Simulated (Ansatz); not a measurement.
# GaHOF (doublet): from Hartree-Fock to the top rungs at a displaced geometry (v1), cc-pVDZ

An exercise on one series of results from a longer session: the logs are not shown, and one member is left open.

Computed with Ansatz 0.2.0, Gaussian basis. Level: cc-pVDZ, core rule «outside noble gas», up to 16 orbitals frozen.

Plan: UHF; CCSD(T) on ROHF; CCSD(T) on UHF; BCCD(T) on ROHF; CISD; CCSDT(Q) on ROHF; CCSDT(Q) on UHF.

23 further runs of the same task are left out: 5 for a known fault of the program, 5 that didn't finish, 13 set aside as unsound or not needed.

### What is computed

The geometry is a PBE0/def2-TZVP stationary point (not a proven minimum) with its atoms shifted at random (size 0.040 Å). No spin-orbit coupling is included. The filled d shell of Ga may be among the frozen orbitals whatever the setting's name suggests; the logs give the count.

4 atoms, charge 0, spin multiplicity 2.

Atoms are counted from 1 here; the program's logs count them from 0.

Bond lengths: F1–Ga2 1.761 Å, Ga2–O3 1.801 Å, O3–H4 0.908 Å. Angles: F1–Ga2–O3 117.7°, Ga2–O3–H4 118.0°.

Coordinates:

```xyz
4

F    -0.00605   -0.60958    1.48820
Ga   -0.00688    0.30892   -0.01379
O     0.04108   -0.61288   -1.55995
H    -0.06170   -0.15073   -2.33518
```

Set-up of the first run:

Input file in.yaml:

```yaml
crystal:
  periodic: [false, false, false]
  atoms:
    - {symbol: F, position_ang: [-0.006052, -0.609578, 1.488196]}
    - {symbol: Ga, position_ang: [-0.006885, 0.308917, -0.013788]}
    - {symbol: O, position_ang: [0.041079, -0.612880, -1.559950]}
    - {symbol: H, position_ang: [-0.061698, -0.150729, -2.335179]}
basis:
  gaussian: {orbitals: cc-pVDZ}
magnetization: {spin_polarized: true, initial_magnetization: 1}
hamiltonian: {xc: hf}
output: {orbitals: {seedname: orbitals}}
```

The run is started by

```console
> ansatz run in.yaml --threads 1 --pin off --events-out ev --progress --plain --max-ram 2393MiB
```

Steps of the session up to this table: UHF; CCSD(T) on ROHF; CCSD(T) on UHF; BCCD(T) on ROHF; CISD; CCSDT(Q) on ROHF; CCSDT(Q) on UHF.

One table of the session follows, with a row left open; its other results are not shown here.

```
   method  from UCCSDT(Q) (kcal/mol)
     ROHF                    +280.19
      UHF                    +278.92
     RMP2                     +11.54
     UMP2                     +11.31
    RCCSD                      +7.11
    UCCSD                      +6.92
 RCCSD(T)                      +1.43
 UCCSD(T)                      +1.29
  BCCD(T)                      +1.30
   RCCSDT                          ?
   UCCSDT                      +0.86
RCCSDT(Q)                      +0.28
UCCSDT(Q)                          0
```

**Question.** Estimate the row for RCCSDT.

The run gave: from UCCSDT(Q) (kcal/mol): +1.00. In the column «from UCCSDT(Q) (kcal/mol)» it lies between UCCSDT (+0.86) and UCCSD(T) (+1.29).

Not comparable, so not listed: CISD (they don't share determinant, frozen orbitals or solution with the rows shown, or repeat one).

Limits of these values: Restricted and unrestricted rows rest on different reference determinants; where their highest levels disagree by more than a few hundredths of an eV, they describe different states and don't form one ladder.
